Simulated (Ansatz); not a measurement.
# KTl2MoF6: the cost of one run

Program: Ansatz 0.2.0. Level of theory: DFT LDA, scalar-relativistic, plane waves, PAW. These are calculated values, not measurements.

## (1) Starting point

The structure is cubic, space group Fm-3m (No. 225). The conventional cell has a = 8.977 Å, b = 8.977 Å, c = 8.977 Å, α = 90.00°, β = 90.00°, γ = 90.00°. K (site symmetry m-3m) is surrounded by 6 F at 2.45 Å. Around Tl (site symmetry -43m) lie 12 F at 3.18 Å. Mo (site symmetry m-3m) is surrounded by 6 F at 2.04 Å. Around F (site symmetry 4mm) lie 1 Mo at 2.04 Å and 1 K at 2.45 Å.

As a file:

```cif
data_structure
_symmetry_space_group_name_H-M 'Fm-3m'
_symmetry_Int_Tables_number 225
_cell_length_a 8.9770
_cell_length_b 8.9770
_cell_length_c 8.9770
_cell_angle_alpha 90.000
_cell_angle_beta 90.000
_cell_angle_gamma 90.000
_cell_volume 723.43
loop_
_atom_site_label
_atom_site_type_symbol
_atom_site_symmetry_multiplicity
_atom_site_Wyckoff_symbol
_atom_site_fract_x
_atom_site_fract_y
_atom_site_fract_z
_atom_site_occupancy
K1 K 4 b 0.50000 0.00000 0.00000 1
Tl1 Tl 8 c 0.25000 0.75000 0.75000 1
Mo1 Mo 4 a 0.00000 0.00000 0.00000 1
F1 F 24 e 0.22700 0.00000 0.00000 1
```

The structure comes from the Crystallography Open Database.

## (2) Self-consistent density

Input file input.yaml:

```yaml
crystal:
  lattice:
    - [0.0, 4.4885, 4.4885]
    - [4.4885, 0.0, 4.4885]
    - [4.4885, 4.4885, 0.0]
  atoms:
    - { symbol: K, position: [0.5, 0.5, 0.5] }
    - { symbol: Tl, position: [0.25, 0.25, 0.25] }
    - { symbol: Tl, position: [0.75, 0.75, 0.75] }
    - { symbol: Mo, position: [0.0, 0.0, 0.0] }
    - { symbol: F, position: [0.773, 0.227, 0.227] }
    - { symbol: F, position: [0.227, 0.773, 0.227] }
    - { symbol: F, position: [0.227, 0.773, 0.773] }
    - { symbol: F, position: [0.773, 0.227, 0.773] }
    - { symbol: F, position: [0.227, 0.227, 0.773] }
    - { symbol: F, position: [0.773, 0.773, 0.227] }
basis:
  ecutwfc: 420
  fft_grid_basis: typed
kpoints:
  mp_grid: { grid: [6, 6, 6] }
hamiltonian:
  xc: lda
  pseudopotentials: { kind: paw }
scf:
  occupations: { method: gaussian, width: 0.05 }
output:
  forces: true
  stress: true
  eigenvalues: true
  bader: true
  write_density: true
  volumetric_format: npy
  elf: true
```

Started as:

```
> ansatz run input.yaml --threads 2 --pin off --max-ram 4096MiB --backend cpu --events-out ev --progress --plain --runs-dir out
```

**Question.** How long does this run take on 2 threads of Arm Neoverse N1, shared host, and how much memory does it need?

About 56 s, with a peak of 0.53 GiB.
